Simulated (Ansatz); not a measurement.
**C₃H₂F₄: up Jacob's ladder to CCSD(T)**

An exercise on one series of results from a longer session: the logs are not shown, and one member is left open.

Computed with Ansatz 0.2.0, Gaussian basis. Level: functionals in def2-TZVPP, the program's frozen cores in correlated methods.

Levels to be run: LDA (SPW92), PBE-D4, revPBE-D4, BLYP-D4, r2SCAN-D4, B97M-V, PBE0-D4, B3LYP-D4, r2SCANh-D4, r2SCAN0-D4, HSE06-D4, BHLYP-D4, CAM-B3LYP-D4, LC-ωPBE, ωB97X-V, ωB97M-V, B2PLYP, PBE-QIDH; CCSD(T)/def2-SVP; CCSD(T)/def2-TZVPP; MP2/def2-QZVPP; extrapolation to the limit; RPA on PBE.

**Structure used throughout**

All runs share one geometry, relaxed beforehand with PBE0-D4 in a triple-zeta def2 set.

SMILES `FC(F)=CC(F)F`, 9 atoms, charge 0, spin multiplicity 1.

Atoms are counted from 1 here; the program's logs count them from 0.

Bond lengths: F1–C2 1.310 Å, C2–F3 1.307 Å, C2–C4 1.319 Å, C4–C5 1.480 Å, C4–H8 1.081 Å, C5–F6 1.360 Å, C5–F7 1.360 Å, C5–H9 1.093 Å. Angles: F1–C2–F3 110.1°, F1–C2–C4 125.4°, F3–C2–C4 124.5°, C2–C4–C5 122.4°, C2–C4–H8 118.9°, C5–C4–H8 118.7°, C4–C5–F6 110.1°, C4–C5–F7 110.1°, C4–C5–H9 113.6°, F6–C5–F7 106.4°, F6–C5–H9 108.1°, F7–C5–H9 108.1°.

Set-up of the first run:

in.yaml

```yaml
crystal:
  periodic: [false, false, false]
  atoms:
    - {symbol: F, position_ang: [1.037363, -1.514971, 0.948503]}
    - {symbol: C, position_ang: [0.153486, -1.353724, -0.005437]}
    - {symbol: F, position_ang: [-0.178408, -2.512584, -0.510216]}
    - {symbol: C, position_ang: [-0.335720, -0.196373, -0.405258]}
    - {symbol: C, position_ang: [0.074670, 1.090061, 0.200789]}
    - {symbol: F, position_ang: [-1.009538, 1.734244, 0.710576]}
    - {symbol: F, position_ang: [0.597287, 1.909926, -0.750585]}
    - {symbol: H, position_ang: [-1.063355, -0.184492, -1.204735]}
    - {symbol: H, position_ang: [0.812614, 0.981514, 0.999266]}
basis:
  gaussian: {orbitals: def2-TZVPP}
hamiltonian: {xc: lda}
output: {orbitals: {seedname: orbitals}}
```

Run with:

```console
> ansatz run in.yaml --threads 4 --pin off --events-out ev --progress --plain --max-ram 10444MiB
```

Steps of the session up to this table: LDA; PBE-D4 (GGA); revPBE-D4 (GGA); BLYP-D4 (GGA); r2SCAN-D4 (meta-GGA); B97M-V (meta-GGA); B3LYP-D4 (hybrid); r2SCANh-D4 (hybrid); r2SCAN0-D4 (hybrid); HSE06-D4 (hybrid); BHLYP-D4 (hybrid); CAM-B3LYP-D4 (range-separated); LC-ωPBE (range-separated); ωB97X-V (range-separated); ωB97M-V (range-separated); B2PLYP (double hybrid); PBE-QIDH (double hybrid).

One of the session's tables, all rows but one given; the rest of the session is left out.

It belongs to the step «Orbital energies across the functionals». 

| functional | HOMO (eV) | gap (eV) |
| --- | --- | --- |
| LDA (SPW92) | -7.23 | 5.63 |
| PBE-D4 | -6.98 | 5.70 |
| revPBE-D4 | -6.89 | 5.74 |
| BLYP-D4 | -6.88 | 5.68 |
| r2SCAN-D4 | -7.27 | 6.22 |
| B97M-V | -7.32 | 6.40 |
| PBE0-D4 | -8.36 | 8.12 |
| B3LYP-D4 | -8.15 | 7.61 |
| r2SCANh-D4 | ? | ? |
| r2SCAN0-D4 | -8.55 | 8.45 |
| HSE06-D4 | -7.96 | 7.33 |
| BHLYP-D4 | -9.62 | 10.52 |
| CAM-B3LYP-D4 | -9.79 | 10.68 |
| LC-ωPBE | -11.13 | 13.28 |
| ωB97X-V | -10.74 | 12.85 |
| ωB97M-V | -10.64 | 12.66 |

**Question.** Estimate the row for r2SCANh-D4.

Worked estimate for «HOMO (eV)». Against the share of exact exchange, r2SCAN-D4 (0, -7.27), r2SCAN0-D4 (0.25, -8.55) give a slope of -5.12 per unit share; at 0.1 the line stands at -7.78.

The run gave: HOMO (eV): -7.78; gap (eV): 7.11. In «HOMO (eV)» the line misses by 0.00.
